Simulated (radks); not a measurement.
# Excited configurations of Ba⁴⁹⁺

The task here is to estimate one member of a computed series from the others.

The numbers are computed with radks (a radial shooting solver on a logarithmic mesh, Libxc functionals) version 1 (Dirac Kohn-Sham, PBEsol, spin-unpolarised, spherical densities, point nucleus; open shells fill j = l - 1/2 first), except any that are marked as measured or tabulated.

**The atom as given**

```
element       : barium (Z = 56)
charge        : +49
electrons     : 7
configuration : [He] 2s2 2p3
```

The first run:

Settings of this run:

```text
Z 56
configuration [He] 2s2 2p3
relativity Dirac
functional pbe_sol,pbe_sol
spin unpolarised
j_filling energy
nucleus point
c 137.035999084
```

Steps of the session up to this table: Ground configuration: [He] 2s2 2p3.

One table of the session follows, with a row left open; its other results are not shown here.

It belongs to the step «Ground configuration: [He] 2s2 2p3». Sizes of the orbitals, from the radial functions (bohr):

```
level      <r>  outermost maximum (interpolated)  90 % within
1s1/2  0.02552                            0.0164       0.0460
2s1/2        ?                                 ?            ?
2p1/2  0.08793                            0.0691        0.143
2p3/2  0.09340                            0.0739        0.150
```

Q: Estimate the row for 2s1/2 from the others.

**Answer.** <r>: 0.1053; outermost maximum (interpolated): 0.0910; 90 % within: 0.162. In the column «<r>» it is the highest.

To keep in mind: Spin polarisation and multiplet splitting are left out, so open shells lie too high by an amount that depends on their filling.
